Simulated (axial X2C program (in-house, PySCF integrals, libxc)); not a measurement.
# FMoF⁻: bond lengths and stretches, held linear

An exercise on one series of results from a longer session: the logs are not shown, and one member is left open.

Method: all-electron X2C, two-component (2c) or spin-free, F dyall-av3z, Mo dyall-v3z; program: an in-house X2C program for linear molecules on PySCF integrals.

All values are calculated.

2 further runs of the same task are left out: 2 set aside as unsound or not needed.

Set-up of the first run:

task.json

```json
{"zs": [9, 42, 9], "q": -1, "bas": ["dyall-av3z", "dyall-v3z", "dyall-av3z"], "r0": [2.02, 2.02], "symm": 1, "scan": ["PBE0", "HF", "BHandHLYP"], "levels": ["PBE0", "HF", "LDA"], "nst": 2}
```

Keys: zs atomic numbers; q charge; bas basis sets; r0 starting distance in Å; symm equal bonds; scan levels of the two-bond scan (MP2 follows by itself at each HF point); levels methods; nst determinants followed.

Command:

```
> python solin.py task.json out
```

Masses F 18.998, Mo 97.905, F 18.998 u.

Steps of the session up to this table: Scan at PBE0, 2c; Scan at HF, 2c; Scan at BHandHLYP, 2c.

One table of the session follows, with a row left open; its other results are not shown here.

```
               level  r(F–Mo) (Å)  r(Mo–F) (Å)  lower stretch (cm⁻¹)  upper stretch (cm⁻¹)
            PBE0, 2c        2.035        2.035                 465.0                 477.7
              HF, 2c        2.062        2.062                 460.8                 474.3
       BHandHLYP, 2c        2.039        2.039                 467.3                 485.5
             MP2, 2c            ?            ?                     ?                     ?
     PBE0, spin-free        2.035        2.035                 465.5                 477.6
       HF, spin-free        2.062        2.062                 461.1                 474.4
BHandHLYP, spin-free        2.040        2.040                 469.2                 485.0
      MP2, spin-free        2.047        2.047                 464.6                 473.9
```

Q: Estimate the row for MP2, 2c from the others.

**Answer.** r(F–Mo) (Å): 2.046; r(Mo–F) (Å): 2.046; lower stretch (cm⁻¹): 464.1; upper stretch (cm⁻¹): 474.0. In the column «r(F–Mo) (Å)» it lies between BHandHLYP, spin-free (2.040) and MP2, spin-free (2.047).

Scans not shown above were run alike.

Caveats from the session: For an anion the highest level of a functional can be positive, and the basis then holds the extra electron. The molecule was held linear; bending was not examined, so a bent shape may lie lower.
